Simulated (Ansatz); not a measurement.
# Zinc, simple cubic: r²SCAN0 at the r²SCAN geometry

Aim: see what exact exchange does to the levels, and what it costs. Spin polarisation is left out. The cell comes from an earlier r²SCAN relaxation. Exact exchange is dear, so the k-mesh is coarse, and r²SCAN is run on the same mesh for comparison.

Method: DFT, plane waves (500 eV) with PBE-made PAW files, scalar-relativistic; functionals as named at each step, in Ansatz 0.2.0.

## Step 1: The starting structure

The structure is cubic, space group Pm-3m (No. 221). The conventional cell has a = 2.581 Å, b = 2.581 Å, c = 2.581 Å, α = 90.00°, β = 90.00°, γ = 90.00°. Around Zn (site symmetry m-3m) lie 6 Zn at 2.58 Å.

Coordinates:

```
CELL_PARAMETERS angstrom
2.58116 0.00000 0.00000
0.00000 2.58116 0.00000
0.00000 0.00000 2.58116
ATOMIC_POSITIONS crystal
Zn 0.00000 0.00000 0.00000
```

## Step 2: r²SCAN on the coarse mesh

The run with r²SCAN.

The input, input.yaml:

```yaml
crystal:
  lattice:
    - [2.5811580155, 0.0, 0.0]
    - [0.0, 2.5811580155, 0.0]
    - [0.0, 0.0, 2.5811580155]
  atoms:
    - { symbol: Zn, position: [0.0, 0.0, 0.0] }
hamiltonian:
  xc: r2scan
  pseudopotentials:
    kind: paw
    azcp:
      Zn: "pseudopotentials/Zn.paw.azcp"
basis:
  ecutwfc: 500
  fft_grid_basis: typed
kpoints:
  mp_grid: { grid: [6, 6, 6], shift: [0, 0, 0] }
magnetization:
  spin_polarized: false
scf:
  occupations: { method: fermi_dirac, width: 0.1 }
```

Run with:

```console
> ansatz run input.yaml --threads 4 --pin off --max-ram 8192MiB --backend cpu --events-out ev --progress --plain --runs-dir out
```

Log (excerpt; [...] marks lines left out):

```text
Warning: RAYON_NUM_THREADS=4 ignored (pool sized by the plan → 4); use --threads N
[...]
Pseudopotentials: kind: paw
Pseudopotential: Zn, paw, valence charge 12, recommended cutoff 500 eV (meta_gga), <dir>
Functional definition: r2SCAN
[...]
Crystal: 1 atoms, lattice volume = 17.197 Å³
Basis set: ecut = 500 eV, 461 PW (Γ), exchange–correlation on 80×80×80 points (64 copies of the dense FFT grid, shifted against one another)
Bands: 10, of which v1, the nominal top of the filled ones, is band 6 counted from 1 (5 counted from 0)
Symmetry: 48 space group operations
Space group: Pm-3m (ITA 221), of the structure as read, at distance tolerance 2.6e-5 Å
k-points: 20 of 216
[...]
SCF iter   1: F=—  HF=-3325.405979 eV  |F-HF|=—  |Δ(HF+E_count)|=         —  Δρ=2.31e-2  dr2=5.33e-2  dr2_τ=5.45e-4  ethr=1.77e-3  ⟨swp⟩=5.1  Hψ=1335  notcnv=0
[...]
SCF iter   7: F=-3325.397586 eV  HF=-3325.397586 eV  |F-HF|=4.76e-10  |Δ(HF+E_count)|=   1.72e-7  Δρ=1.06e-6  dr2=1.17e-10  dr2_τ=7.10e-12  ethr=8.33e-10  ⟨swp⟩=2.2  Hψ=410  notcnv=0
[...]
SCF converged after 7 iterations
Free energy (F): -3325.397586 eV
[...]
E sigma→0 (E₀):  -3325.388625 eV
Entropy (-TS):   -0.017922 eV (-17.922 meV/atom)
Fermi energy:    8.739366 eV
[...]
```

Run time: 0.82 s. Hardware: 4 threads of AMD EPYC 7B13 (Zen 3), shared host; peak memory 0.33 GiB.

## Step 3: r²SCAN0 on the coarse mesh

The run with r²SCAN0.

input.yaml: that of step 2 with these lines changed.

```diff
@@ -8,3 +8,3 @@
 hamiltonian:
-  xc: r2scan
+  xc: r2scan0
   pseudopotentials:
```

Run with:

```console
> ansatz run input.yaml --threads 4 --pin off --max-ram 8192MiB --backend cpu --events-out ev --progress --plain --runs-dir out
```

Log (excerpt; [...] marks lines left out):

```text
Warning: RAYON_NUM_THREADS=4 ignored (pool sized by the plan → 4); use --threads N
[...]
Pseudopotentials: kind: paw
Pseudopotential: Zn, paw, valence charge 12, recommended cutoff 500 eV (meta_gga), <dir>
Functional definition: r2SCAN0
[...]
Crystal: 1 atoms, lattice volume = 17.197 Å³
Basis set: ecut = 500 eV, 461 PW (Γ), exchange–correlation on 80×80×80 points (64 copies of the dense FFT grid, shifted against one another)
Bands: 10, of which v1, the nominal top of the filled ones, is band 6 counted from 1 (5 counted from 0)
Symmetry: 48 space group operations
Space group: Pm-3m (ITA 221), of the structure as read, at distance tolerance 2.6e-5 Å
k-points: 20 of 216
[...]
SCF iter   1: F=—  HF=-3325.411151 eV  |F-HF|=—  |Δ(HF+E_count)|=         —  Δρ=2.43e-2  dr2=5.88e-2  dr2_τ=5.14e-4  ethr=1.77e-3  ⟨swp⟩=10.2  Hψ=1072  notcnv=0
[...]
Frozen-core exchange: fock
[...]
hybrid outer 2: dexx = +2.009e-6 eV, tail = 3.63e-8 eV, Δε = 1.94e-2 eV (about 6.66e-4 eV left of the loop's levels)
hybrid SCF converged: 2 outer / 12 inner (+8 warm-up), last move |dexx| = 2.01e-6 eV, tail = 3.63e-8 eV
Stability not checked: this state was not tested for a lower state beside it, because the functional holds exact exchange (a hybrid, or Hartree-Fock), whose exchange loop this test does not read (fock_operator; see scf.lower_state_search)
Free energy (F): -3323.820094 eV
Frozen-core exchange: fock
[...]
E sigma→0 (E₀):  -3323.817408 eV
Entropy (-TS):   -0.005372 eV (-5.372 meV/atom)
Fermi energy:    8.749189 eV
[...]
--- Band table (eV; the first three rows and the last of 20) ---
  k-point 0: bands = ["-2.3050", "-1.9570", "-1.9570", "-0.6590", "-0.6590", "-0.6590", "23.5100", "23.5100"]
[...]
  guard bands above this table: 2 of the run's 10 bands. The solve was not asked for them (output.publish_guard_bands: true or output.eigenvalues: true publishes all)
```

Wall time 5.9 s (4 threads of AMD EPYC 7B13 (Zen 3), shared host); peak memory 0.78 GiB.

## Step 4: Side by side

| functional | gap on the mesh | Fermi energy (eV) | SCF cycles | exchange loops | CPU time |
| --- | --- | --- | --- | --- | --- |
| r²SCAN | none (levels filled in part) | 8.739 | 7 | - | 1.9 s |
| r²SCAN0 | none (levels filled in part) | 8.749 | 20 | 2 | 16 s |

## Step 5: Results

| quantity | value |
| --- | --- |
| r²SCAN: gap | none (levels filled in part) |
| r²SCAN0: gap | none (levels filled in part) |
| r²SCAN0: SCF cycles, exchange loops | 20, 2 |
| r²SCAN0: CPU time over that of r²SCAN | 8.9 |
| r²SCAN0: relative to hcp | +373 meV/atom |

**Reading.** Both r²SCAN and r²SCAN0 leave levels filled in part. The hybrid took 8.9 times as much CPU time as r²SCAN on the same settings. r²SCAN0 needed 2 outer loops of the exchange operator. The dense-mesh value adds +16.2 meV/atom, the change that r²SCAN shows between the coarse mesh and its own dense run (not shown). Under r²SCAN0 it lies 373 meV/atom above hcp (computed apart in the same way); on such meshes a few tens of meV are uncertain for metals. Absolute energies differ from functional to functional, by eV per atom at times, and say nothing by themselves.
